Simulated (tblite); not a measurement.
# C5H12O3Si2: the cost of one run

The runs use tblite 0.8.0 and PySCF 2.14.0, with density-fitted response routines of our own; the level of theory stands in each step. All values are computed, except where a source is named. Atoms are numbered from 0 throughout.

## 1. The starting structure

22 atoms, charge 0, multiplicity 1; geometry from: force field or distance geometry start.

Bonds of the start (Å): O0–C1 1.24, C1–O2 1.34, O2–C3 1.43, C3–C4 1.57, C4–C5 1.55, C5–Si6 1.91, Si6–O7 1.65, O7–Si8 1.65, C5–C9 1.54, C9–C3 1.55, C1–H10 1.09, C3–H11 1.10, C4–H12 1.10, C4–H13 1.09, C5–H14 1.09, Si6–H15 1.48, Si6–H16 1.49, Si8–H17 1.48, Si8–H18 1.49, Si8–H19 1.48, C9–H20 1.09, C9–H21 1.10.

## 2. Optimising the geometry with GFN2-xTB

The job: settings as JSON, then the geometry in Å.

```
{"job": {"kind": "relax", "xc": "GFN2-xTB", "basis": "xTB"}, "charge": 0, "multiplicity": 1}
O      4.049200     1.152500    -0.400500
C      3.215400     1.801800    -1.044800
O      2.022800     1.356200    -1.469900
C      1.705300     0.001800    -1.136000
C      1.296800    -0.281200     0.352500
C      0.248400    -1.280400    -0.199900
Si    -1.418700    -1.326600     0.721200
O     -2.084500     0.173200     0.936200
Si    -3.432600     0.843300     1.610700
C      0.275400    -0.477100    -1.511700
H      3.352200     2.843100    -1.347200
H      2.469700    -0.701300    -1.500200
H      0.896100     0.606800     0.867900
H      2.086500    -0.720900     0.965400
H      0.656600    -2.283900    -0.310700
H     -2.376100    -2.172500    -0.021400
H     -1.231200    -1.950000     2.059900
H     -3.395900     2.311200     1.421700
H     -3.476800     0.540300     3.065200
H     -4.646800     0.305200     0.960300
H      0.220900    -1.071200    -2.424200
H     -0.443000     0.348900    -1.595500
```

Launch:

```console
> OMP_NUM_THREADS=1 python probes_run.py task.json out
```

The driver reads the jobs from task.json and runs them one after another.

**Question.** How long does this first job take on 1 thread of Arm Neoverse V2, shared host, and how much memory does it need?

About 1.2 s, with a peak of 0.18 GiB.
